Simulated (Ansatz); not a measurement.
CH₃FGeS, SMILES F[CH]1[S][GeH2]1, a rigid scan of one bond length

Computed with the Ansatz DFT code, driven from Python.

Script `run_scan.py`:
```python
"""Potential curve of CH3FGeS along one bond."""

import ansatz as az
import numpy as np

SETTINGS = {
    "basis": "def2-SVP",
    "xc": "cam_b3lyp",
}

geometry = (
    az.Crystal.molecule()
    .atom("F", (-0.1256, -0.1033, -1.9165))
    .atom("C", (-0.607, -0.328, -0.6434))
    .atom("S", (0.2303, -1.6938, 0.0682))
    .atom("Ge", (0.5623, 0.5176, 0.6751))
    .atom("H", (-1.695, -0.3135, -0.4755))
    .atom("H", (-0.1797, 0.7846, 2.0514))
    .atom("H", (1.8759, 1.0684, 0.195))
)

symbols = [site.symbol for site in geometry.cartesian_sites]
start = np.array([site.position_ang for site in geometry.cartesian_sites])
axis = (start[4] - start[1]) / np.linalg.norm(start[4] - start[1])
moving = [4]
lengths, energies = [0.94, 1.01, 1.1, 1.21, 1.38, 1.65, 1.98, 2.42], []
for length in lengths:
    xyz = start.copy()
    xyz[moving] += (length - np.linalg.norm(start[4] - start[1])) * axis
    point = az.Crystal.molecule()
    for symbol, place in zip(symbols, xyz):
        point = point.atom(symbol, place.tolist())
    setup = (
        point.calculation()
        .basis(gaussian=SETTINGS["basis"])
        .functional(SETTINGS["xc"])
    )
    data = setup.run().report
    energies.append(data["free_energy_ev"])
    print(f"r = {length:6.3f} A  E = {energies[-1]:.5f} eV  <S^2> = {abs(data['mean_field']['state']['spin_squared']):.3f}")

print("energy above the lowest point (eV):", [round(e - min(energies), 3) for e in energies])
```

Running `python run_scan.py` prints:
```text
r =  0.940 A  E = -71143.22388 eV  <S^2> = 0.000
r =  1.010 A  E = -71143.64808 eV  <S^2> = 0.000
r =  1.100 A  E = -71143.79931 eV  <S^2> = 0.000
r =  1.210 A  E = -71143.62025 eV  <S^2> = 0.000
r =  1.380 A  E = -71142.96830 eV  <S^2> = 0.000
r =  1.650 A  E = -71141.70490 eV  <S^2> = 0.000
r =  1.980 A  E = -71140.34138 eV  <S^2> = 0.000
r =  2.420 A  E = -71139.01970 eV  <S^2> = 0.000
energy above the lowest point (eV): [0.575, 0.151, 0.0, 0.179, 0.831, 2.094, 3.458, 4.78]
```

Reading the output:
- Total energies depend on the basis set; only differences at equal settings carry meaning.
- The rest of the molecule is held rigid at a force-field or estimated start geometry, and the basis set is modest; single-reference methods fail as a bond breaks.
- The orbitals are restricted, so S² is zero by construction.
- Toward dissociation an unrestricted state can lie under the restricted one, by tenths of an eV for polar bonds under a functional and by 1 to 2 eV or more for others.
- The whole script took 30 s on 1 thread of Arm Neoverse V1, with other jobs on the host, peak memory 0.29 GiB.
